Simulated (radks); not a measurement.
# Pt³⁺ in [Kr] 4d10 4f14 5s2 5p5.5 5d7 6d0.5: an all-electron calculation

The task here is to estimate one member of a computed series from the others.

The numbers are computed with radks (a radial shooting solver on a logarithmic mesh, Libxc functionals) version 1 (scalar-relativistic Kohn-Sham, PW91, spin-unpolarised, spherical densities, finite nucleus), except any that are marked as measured or tabulated.

## What is computed

```
element            : platinum (Z = 78)
charge             : +3
electrons          : 75
configuration      : [Kr] 4d10 4f14 5s2 5p5.5 5d7 6d0.5
nuclear rms radius : 5.427 fm
```

The first run:

Input:

```text
Z 78
configuration [Kr] 4d10 4f14 5s2 5p5.5 5d7 6d0.5
relativity scalar-relativistic
functional pw91,pw91
spin unpolarised
nucleus finite rms 5.427 fm
c 137.035999084
```

One of the session's tables, all rows but one given; the rest of the session is left out.

It belongs to the step «Orbitals and density». From the orbitals of this run (lengths in bohr):

| level | <r> | outermost maximum (interpolated) | 90 % within | nodes |
| --- | --- | --- | --- | --- |
| 1s | 0.01715 | 0.0106 | 0.0313 | 0 |
| 2s | 0.07236 | 0.0612 | 0.112 | 1 |
| 2p | 0.06522 | 0.0506 | 0.106 | 0 |
| 3s | 0.1871 | 0.173 | 0.274 | 2 |
| 3p | 0.1882 | 0.172 | 0.281 | 1 |
| 3d | 0.1704 | 0.140 | 0.264 | 0 |
| 4s | 0.4151 | 0.390 | 0.595 | 3 |
| 4p | 0.4419 | 0.410 | 0.641 | 2 |
| 4d | 0.4681 | 0.418 | 0.699 | 1 |
| 5s | 0.9461 | 0.867 | 1.35 | 4 |
| 4f | ? | ? | ? | ? |
| 5p | 1.086 | 0.973 | 1.57 | 3 |
| 5d | 1.452 | 1.21 | 2.18 | 2 |
| 6d | 4.029 | 3.69 | 5.79 | 3 |

Q: Estimate the row for 4f from the others.

**Answer.** <r>: 0.5148; outermost maximum (interpolated): 0.385; 90 % within: 0.830; nodes: 0. In the column «<r>» it lies between 4d (0.4681) and 5s (0.9461).
